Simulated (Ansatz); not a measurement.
# ClH4InSi: the cost of one run

Method: RKS B3LYP-D4/def2-SVPD, in Ansatz 0.2.0.

### Step 1. Starting point

Bond lengths: Si1–In2 2.600 Å, In2–Cl3 2.324 Å, Si1–H4 1.472 Å, Si1–H5 1.469 Å, Si1–H6 1.472 Å, In2–H7 1.786 Å. Angles: Si1–In2–Cl3 119.3°, Si1–In2–H7 132.5°, Cl3–In2–H7 108.2°, In2–Si1–H4 106.8°, In2–Si1–H5 112.1°, In2–Si1–H6 109.9°, H4–Si1–H5 109.5°, H4–Si1–H6 109.4°, H5–Si1–H6 109.1°.

Structure file:

```xyz
7

Si   -0.9960    0.6105   -0.4235
In    1.2201   -0.5117    0.3439
Cl    1.1299   -2.3571    1.7541
H    -2.0060   -0.4569   -0.5126
H    -0.8595    1.2658   -1.7311
H    -1.4244    1.6073    0.5720
H     2.9360   -0.1579   -0.0028
```

### Step 2. End point A

File input.yaml:

```yaml
crystal:
  periodic: [false, false, false]
  atoms:
    - { symbol: Si, position_ang: [-0.99602, 0.6105, -0.42347] }
    - { symbol: In, position_ang: [1.22008, -0.51173, 0.34387] }
    - { symbol: Cl, position_ang: [1.12986, -2.35711, 1.7541] }
    - { symbol: H, position_ang: [-2.00602, -0.45692, -0.51257] }
    - { symbol: H, position_ang: [-0.85946, 1.26578, -1.73107] }
    - { symbol: H, position_ang: [-1.42444, 1.60734, 0.57196] }
    - { symbol: H, position_ang: [2.93601, -0.15786, -0.00282] }
basis:
  gaussian: { orbitals: def2-SVPD }
hamiltonian:
  xc: b3lyp
  dispersion: d4
relax:
  f_tol: 0.015
  max_steps: 40
```

Launch:

```sh
ansatz run input.yaml --threads 2 --pin off --max-ram 3072MiB --backend cpu --events-out ev --progress --plain --runs-dir out
```

Q: Estimate wall time and peak memory on 2 threads of Intel Xeon Platinum 8259CL at 2.50GHz (Skylake/Cascade Lake), shared host.

About 32 s, with a peak of 0.3 GiB.
